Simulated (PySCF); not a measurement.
# RuO3: one geometry, several methods

Aim: at the PBE0 minimum of triplet RuO3, found before, compare methods on energies and levels.

Computed with PySCF 2.14.0. Level: several methods, basis Ru def2-TZVP with ECP28, O def2-TZVP, scalar-relativistic core potentials, no spin–orbit coupling, density fitting.

## Step 1: The starting structure

4 atoms, charge 0, spin multiplicity 3.

Bond lengths: Ru1–O2 1.695 Å, Ru1–O3 1.695 Å, Ru1–O4 1.672 Å. Angles: O2–Ru1–O3 111.0°, O2–Ru1–O4 124.5°, O3–Ru1–O4 124.5°.

```xyz
4
charge 0 multiplicity 3
Ru   -0.0131   -0.0229    0.0000
O     1.6763    0.1146    0.0000
O    -0.7475    1.5048    0.0000
O    -0.8452   -1.4737    0.0000
```

## Step 2: PBE0

One driver script runs all steps and calls PySCF; scf.py shows the equivalent input of each level. Each SCF starts from the density of the minimum. The driver also runs the species with one electron less or more at the same geometry (one less: multiplicity 2, one more: multiplicity 2); their logs are not shown.

File scf.py:

```python
from pyscf import gto, scf, dft
mol = gto.M(atom='''
Ru    -0.013134    -0.022899     0.000000
O      1.676298     0.114589    -0.000000
O     -0.747476     1.504787    -0.000000
O     -0.845249    -1.473670     0.000000''',
    basis={'Ru': 'def2-TZVP', 'O': 'def2-TZVP'},
    ecp={'Ru': 'def2-TZVP'},
    charge=0, spin=2)
mf = dft.UKS(mol, xc='PBE0')
mf.grids.atom_grid = (99, 590)
aux = {'Ru': 'def2-universal-JKFIT', 'O': 'def2-universal-JKFIT'}
mf = mf.density_fit(auxbasis=aux)
mf.kernel()
```

## Step 3: HF

Edit scf.py of step 2 so:

```diff
@@ -10,2 +10 @@
-mf = dft.UKS(mol, xc='PBE0')
-mf.grids.atom_grid = (99, 590)
+mf = scf.UHF(mol)
```

## Step 4: MP2

Edit scf.py of step 3 so:

```diff
@@ -13,0 +14,2 @@
+from pyscf.mp import dfump2
+dfump2.DFUMP2(mf, frozen=3).kernel()  # the driver gives MP2 a fitting basis of its own (RI)
```

## Step 5: PBE

Edit scf.py of step 4 so:

```diff
@@ -10 +10,2 @@
-mf = scf.UHF(mol)
+mf = dft.UKS(mol, xc='PBE')
+mf.grids.atom_grid = (99, 590)
@@ -14,2 +14,0 @@
-from pyscf.mp import dfump2
-dfump2.DFUMP2(mf, frozen=3).kernel()  # the driver gives MP2 a fitting basis of its own (RI)
```

(Steps that only read results are left out.)

What does the calculation give? Wanted: atomisation energy, range; vertical ionisation energy, range; vertical electron affinity, range; orbital gap, range.

As calculated:

```
                         quantity                          value
        atomisation energy, range  240 (HF) to 1622 (PBE) kJ/mol
vertical ionisation energy, range    4.80 (MP2) to 13.78 (HF) eV
vertical electron affinity, range     1.52 (HF) to 5.79 (MP2) eV
               orbital gap, range   -0.27 (PBE) to 12.80 (HF) eV
```

**Reading.** The atomisation energy spreads over 1382 kJ/mol, from HF to PBE; without a CCSD(T) value for it there is no yardstick here. A negative gap means that an empty level lies below a filled one. Spin contamination is strong in at least one of the open-shell species at HF, MP2. Without diffuse functions electron affinities tend to come out too low. This is the lowest SCF solution found for this spin; with open d or f shells other occupations or spin states may lie lower.
